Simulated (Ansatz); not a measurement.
# ClF3H3OTa: the cost of one run

Program: Ansatz 0.2.0. Level of theory: RHF/def2-SVP. These are calculated values, not measurements.

1 further run of the same task is left out (it didn't finish).

## (1) The starting structure

Bond lengths: Ta1–Cl2 2.820 Å, Ta1–F3 1.930 Å, Ta1–F4 1.930 Å, Ta1–O5 2.020 Å, O5–H6 1.010 Å, Ta1–F7 1.930 Å, Ta1–H8 2.100 Å, Ta1–H9 2.365 Å. Angles (14 of 22 angles, heavy atoms first): Cl2–Ta1–F3 90.0°, Cl2–Ta1–F4 90.0°, Cl2–Ta1–O5 120.0°, Cl2–Ta1–F7 120.0°, F3–Ta1–F4 180.0°, F3–Ta1–O5 90.0°, F3–Ta1–F7 90.0°, F4–Ta1–O5 90.0°, F4–Ta1–F7 90.0°, O5–Ta1–F7 120.0°, Cl2–Ta1–H8 71.6°, Cl2–Ta1–H9 44.6°, F3–Ta1–H8 59.6°, F3–Ta1–H9 68.0°.

Structure file:

```xyz
9

Ta    0.0000    0.0000    0.0000
Cl    2.8200    0.0000    0.0000
F     0.0000    0.0000    1.9300
F     0.0000    0.0000   -1.9300
O    -1.0100    1.7493    0.0000
H    -1.4859    1.8638    0.8834
F    -0.9650   -1.6714    0.0000
H     0.6622   -1.6867    1.0613
H     1.6841   -1.4058    0.8845
```

## (2) A restrained relaxation towards end A

Springs on the bonds that form and break draw the guess towards this end; the thresholds are loose.

Input file input.yaml:

```yaml
crystal:
  periodic: [false, false, false]
  atoms:
    - { symbol: Ta, position_ang: [0.0, 0.0, 0.0] }
    - { symbol: Cl, position_ang: [2.82, 0.0, 0.0] }
    - { symbol: F, position_ang: [0.0, 0.0, 1.93] }
    - { symbol: F, position_ang: [0.0, 0.0, -1.93] }
    - { symbol: O, position_ang: [-1.01, 1.7493, 0.0] }
    - { symbol: H, position_ang: [-1.4859, 1.8638, 0.8834] }
    - { symbol: F, position_ang: [-0.965, -1.6714, 0.0] }
    - { symbol: H, position_ang: [0.6622, -1.6867, 1.0613] }
    - { symbol: H, position_ang: [1.6841, -1.4058, 0.8845] }
basis:
  gaussian: { orbitals: def2-SVP }
hamiltonian:
  xc: hf
relax:
  f_tol: 0.15
  max_steps: 25
  restrain:
    - { distance: [0, 7], at: 3.0, k: 30.0 }
    - { distance: [8, 1], at: 2.57, k: 30.0 }
    - { distance: [0, 1], at: 2.47, k: 30.0 }
    - { distance: [8, 7], at: 0.66, k: 30.0 }
```

Command:

```sh
$ ansatz run input.yaml --threads 2 --pin off --max-ram 3072MiB --backend cpu --events-out ev --progress --plain --runs-dir out
```

Q: Estimate wall time and peak memory on 2 threads of Intel Xeon 6975P-C (Granite Rapids), shared host.

About 33 s, with a peak of 0.3 GiB.
